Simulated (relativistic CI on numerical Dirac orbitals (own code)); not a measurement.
# Ga XXVI (Ga²⁵⁺): levels and lines

What are the lowest levels and the strongest lines of Ga²⁵⁺? One CI run answers it; further runs change one setting each.

Method: Dirac-Coulomb-Breit CI, KLI orbitals optimised for each configuration, model QED (radiative potential, 1s self-energy scaled to tabulated hydrogen-like ionisation energies). Code: relativistic CI on numerical Dirac orbitals (own code) version 2.

**1. What is computed**

```
ion                       : Ga²⁵⁺ (Ga XXVI)
nuclear charge            : 31
electrons                 : 6
isotope                   : A = 69
first configuration typed : [He] 2s2 2p2
```

The outer shells:

first configuration typed
```
[He] core
2s [↑↓]
2p [↑ ][↑ ][  ]
```

**2. Base run**

Settings, as recorded:

```ini
atom Ga  Z=31  charge=25  electrons=6
nucleus A=69  rms_radius_fm=3.9973
hamiltonian dirac-coulomb  breit=on  qed=on  c_scale=1
orbitals kli  potential=per-configuration
slater_scale 1
correlation none
mixing on
configurations
  [He] 2s2 2p2
  [He] 2s 2p3
  [He] 2p4
  [He] 2p3 3s
  [He] 2p3 3p
  [He] 2p3 3d
  [He] 2s2 2p 3s
  [He] 2s2 2p 3p
  [He] 2s2 2p 3d
  [He] 2s 2p2 3s
  [He] 2s 2p2 3p
  [He] 2s 2p2 3d
  [He] 2s2 2p 4s
  [He] 2s2 2p 4p
  [He] 2s2 2p 4d
  [He] 2s2 2p 4f
end
```

**3. Slater integrals scaled by 0.9**

Changes to the settings of step 2:

```diff
@@ -4,3 +4,3 @@
 orbitals kli  potential=per-configuration
-slater_scale 1
+slater_scale 0.9
 correlation none
```

**4. Without the Breit term**

Changes to the settings of step 3:

```diff
@@ -2,5 +2,5 @@
 nucleus A=69  rms_radius_fm=3.9973
-hamiltonian dirac-coulomb  breit=on  qed=on  c_scale=1
+hamiltonian dirac-coulomb  breit=off  qed=on  c_scale=1
 orbitals kli  potential=per-configuration
-slater_scale 0.9
+slater_scale 1
 correlation none
```

**5. The first configuration alone**

Settings, as recorded:

```ini
atom Ga  Z=31  charge=25  electrons=6
nucleus A=69  rms_radius_fm=3.9973
hamiltonian dirac-coulomb  breit=on  qed=on  c_scale=1
orbitals kli  potential=per-configuration
slater_scale 1
correlation none
mixing on
configurations
  [He] 2s2 2p2
end
```

(Steps that only read results are left out.)

Before running it: what results should come out? Wanted: lowest level; first excitation; lowest level of the other parity; fastest E1 line; ionisation energy.

As calculated:

| run | time | mean size of shift, levels followed (cm⁻¹) | lowest level | ionisation energy (eV) |
| --- | --- | --- | --- | --- |
| main run | 0.88 s | 0 | 2p2 3P0 | 2547.9 |
| Slater integrals scaled by 0.9 | 0.81 s | 10993 | 2p2 3P0 | 2547.7 |
| without the Breit term | 0.4 s | 7504 | 2p2 3P0 | 2549.9 |
| the first configuration alone | 0.054 s | 12506 | 2p2 3P0 | - |

The semi-empirical ionisation energy (NIST) is 2543.9 eV.

| quantity | value |
| --- | --- |
| lowest level | 2p2 3P0 |
| first excitation | 2p2 3P1, 186469 cm⁻¹ |
| lowest level of the other parity | 2s 2p3 5S°2, 762709 cm⁻¹ |
| levels in the model | 274 |
| fastest E1 line (by rate) to the lowest level among the lowest 200 of 274 levels | 0.8223 nm, from 2p 3d [2p1/2 3d3/2] J=1° |
| ionisation energy | 2547.9 eV |
| ionisation energy, semi-empirical (NIST) | 2543.9 eV |

In words: 2p2 3P0 comes out lowest; its LS label holds 84 % and its jj label 95 %; over the low levels the means are 76 and 80 %, so they are in intermediate coupling. Against the semi-empirical ionisation energy the result lies 0.16 % high. The largest mover is «the first configuration alone» (12506 cm⁻¹ on average). Lifetimes count radiative decay inside the model alone.
